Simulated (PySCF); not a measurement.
# The bond of SnH−, level by level

One table from this session's results is given with a row withheld; the runs are named, their logs left out.

The runs use PySCF 2.14.0; Sn def2-SVPD with ECP28, H def2-SVPD, scalar-relativistic core potentials.

3 further runs of the same task are left out: 3 set aside as unsound or not needed.

Set-up of the first run:

A driver script around PySCF takes these settings:

```
atoms                         : Sn, H
charge                        : -1
basis                         : Sn def2-SVPD with ECP28, H def2-SVPD
Hamiltonian                   : scalar-relativistic core potentials
basis functions               : 40
electrons treated             : 24
masses in u                   : 119.9022, 1.0078
levels                        : PBE0, PBE, r²SCAN, BLYP, LDA, MN15, ωB97X, HF, MP2, SCS-MP2, CCSD, CCSD(T)
grid                          : 80 radial by 434 angular points
occupations                   : held fixed by the projection of orbital angular momentum
dissociation limit            : Sn− + H, each in its ground configuration
starting distance in angstrom : 1.770
values of 2S to try           : 0, 2, 4
```

Started as:

```
$ OMP_NUM_THREADS=1 python dia.py task.json out
```

Steps of the session up to this table: The job; The PBE0 curve of the state that the search chose; PBE (GGA); r²SCAN (meta-GGA); BLYP (GGA); LDA (local density); MN15 (hybrid meta-GGA); ωB97X (range-separated hybrid); UHF (mean field); Correlated methods on the Hartree–Fock reference.

One table of the session follows, with a row left open; its other results are not shown here.

| level | Re (Å) | ωe (cm⁻¹) | De (eV) |
| --- | --- | --- | --- |
| UHF | 1.811 | 1571 | 1.64 |
| UHF-MP2 | 1.806 | 1561 | 2.22 |
| UHF-SCS-MP2 | 1.815 | 1533 | 2.33 |
| UHF-CCSD | 1.820 | 1504 | 2.40 |
| UHF-CCSD(T) | 1.823 | 1494 | 2.43 |
| LDA | 1.821 | 1502 | 3.02 |
| PBE | 1.842 | 1449 | 2.61 |
| BLYP | 1.855 | 1404 | 2.75 |
| r²SCAN | 1.819 | 1518 | 2.61 |
| PBE0 | 1.820 | 1520 | 2.54 |
| MN15 | ? | ? | ? |
| ωB97X | 1.817 | 1542 | 2.85 |

Q: Estimate the row for MN15 from the others.

As computed: Re (Å): 1.822; ωe (cm⁻¹): 1510; De (eV): 2.74. In the column «Re (Å)» it lies between LDA (1.821) and UHF-CCSD(T) (1.823).
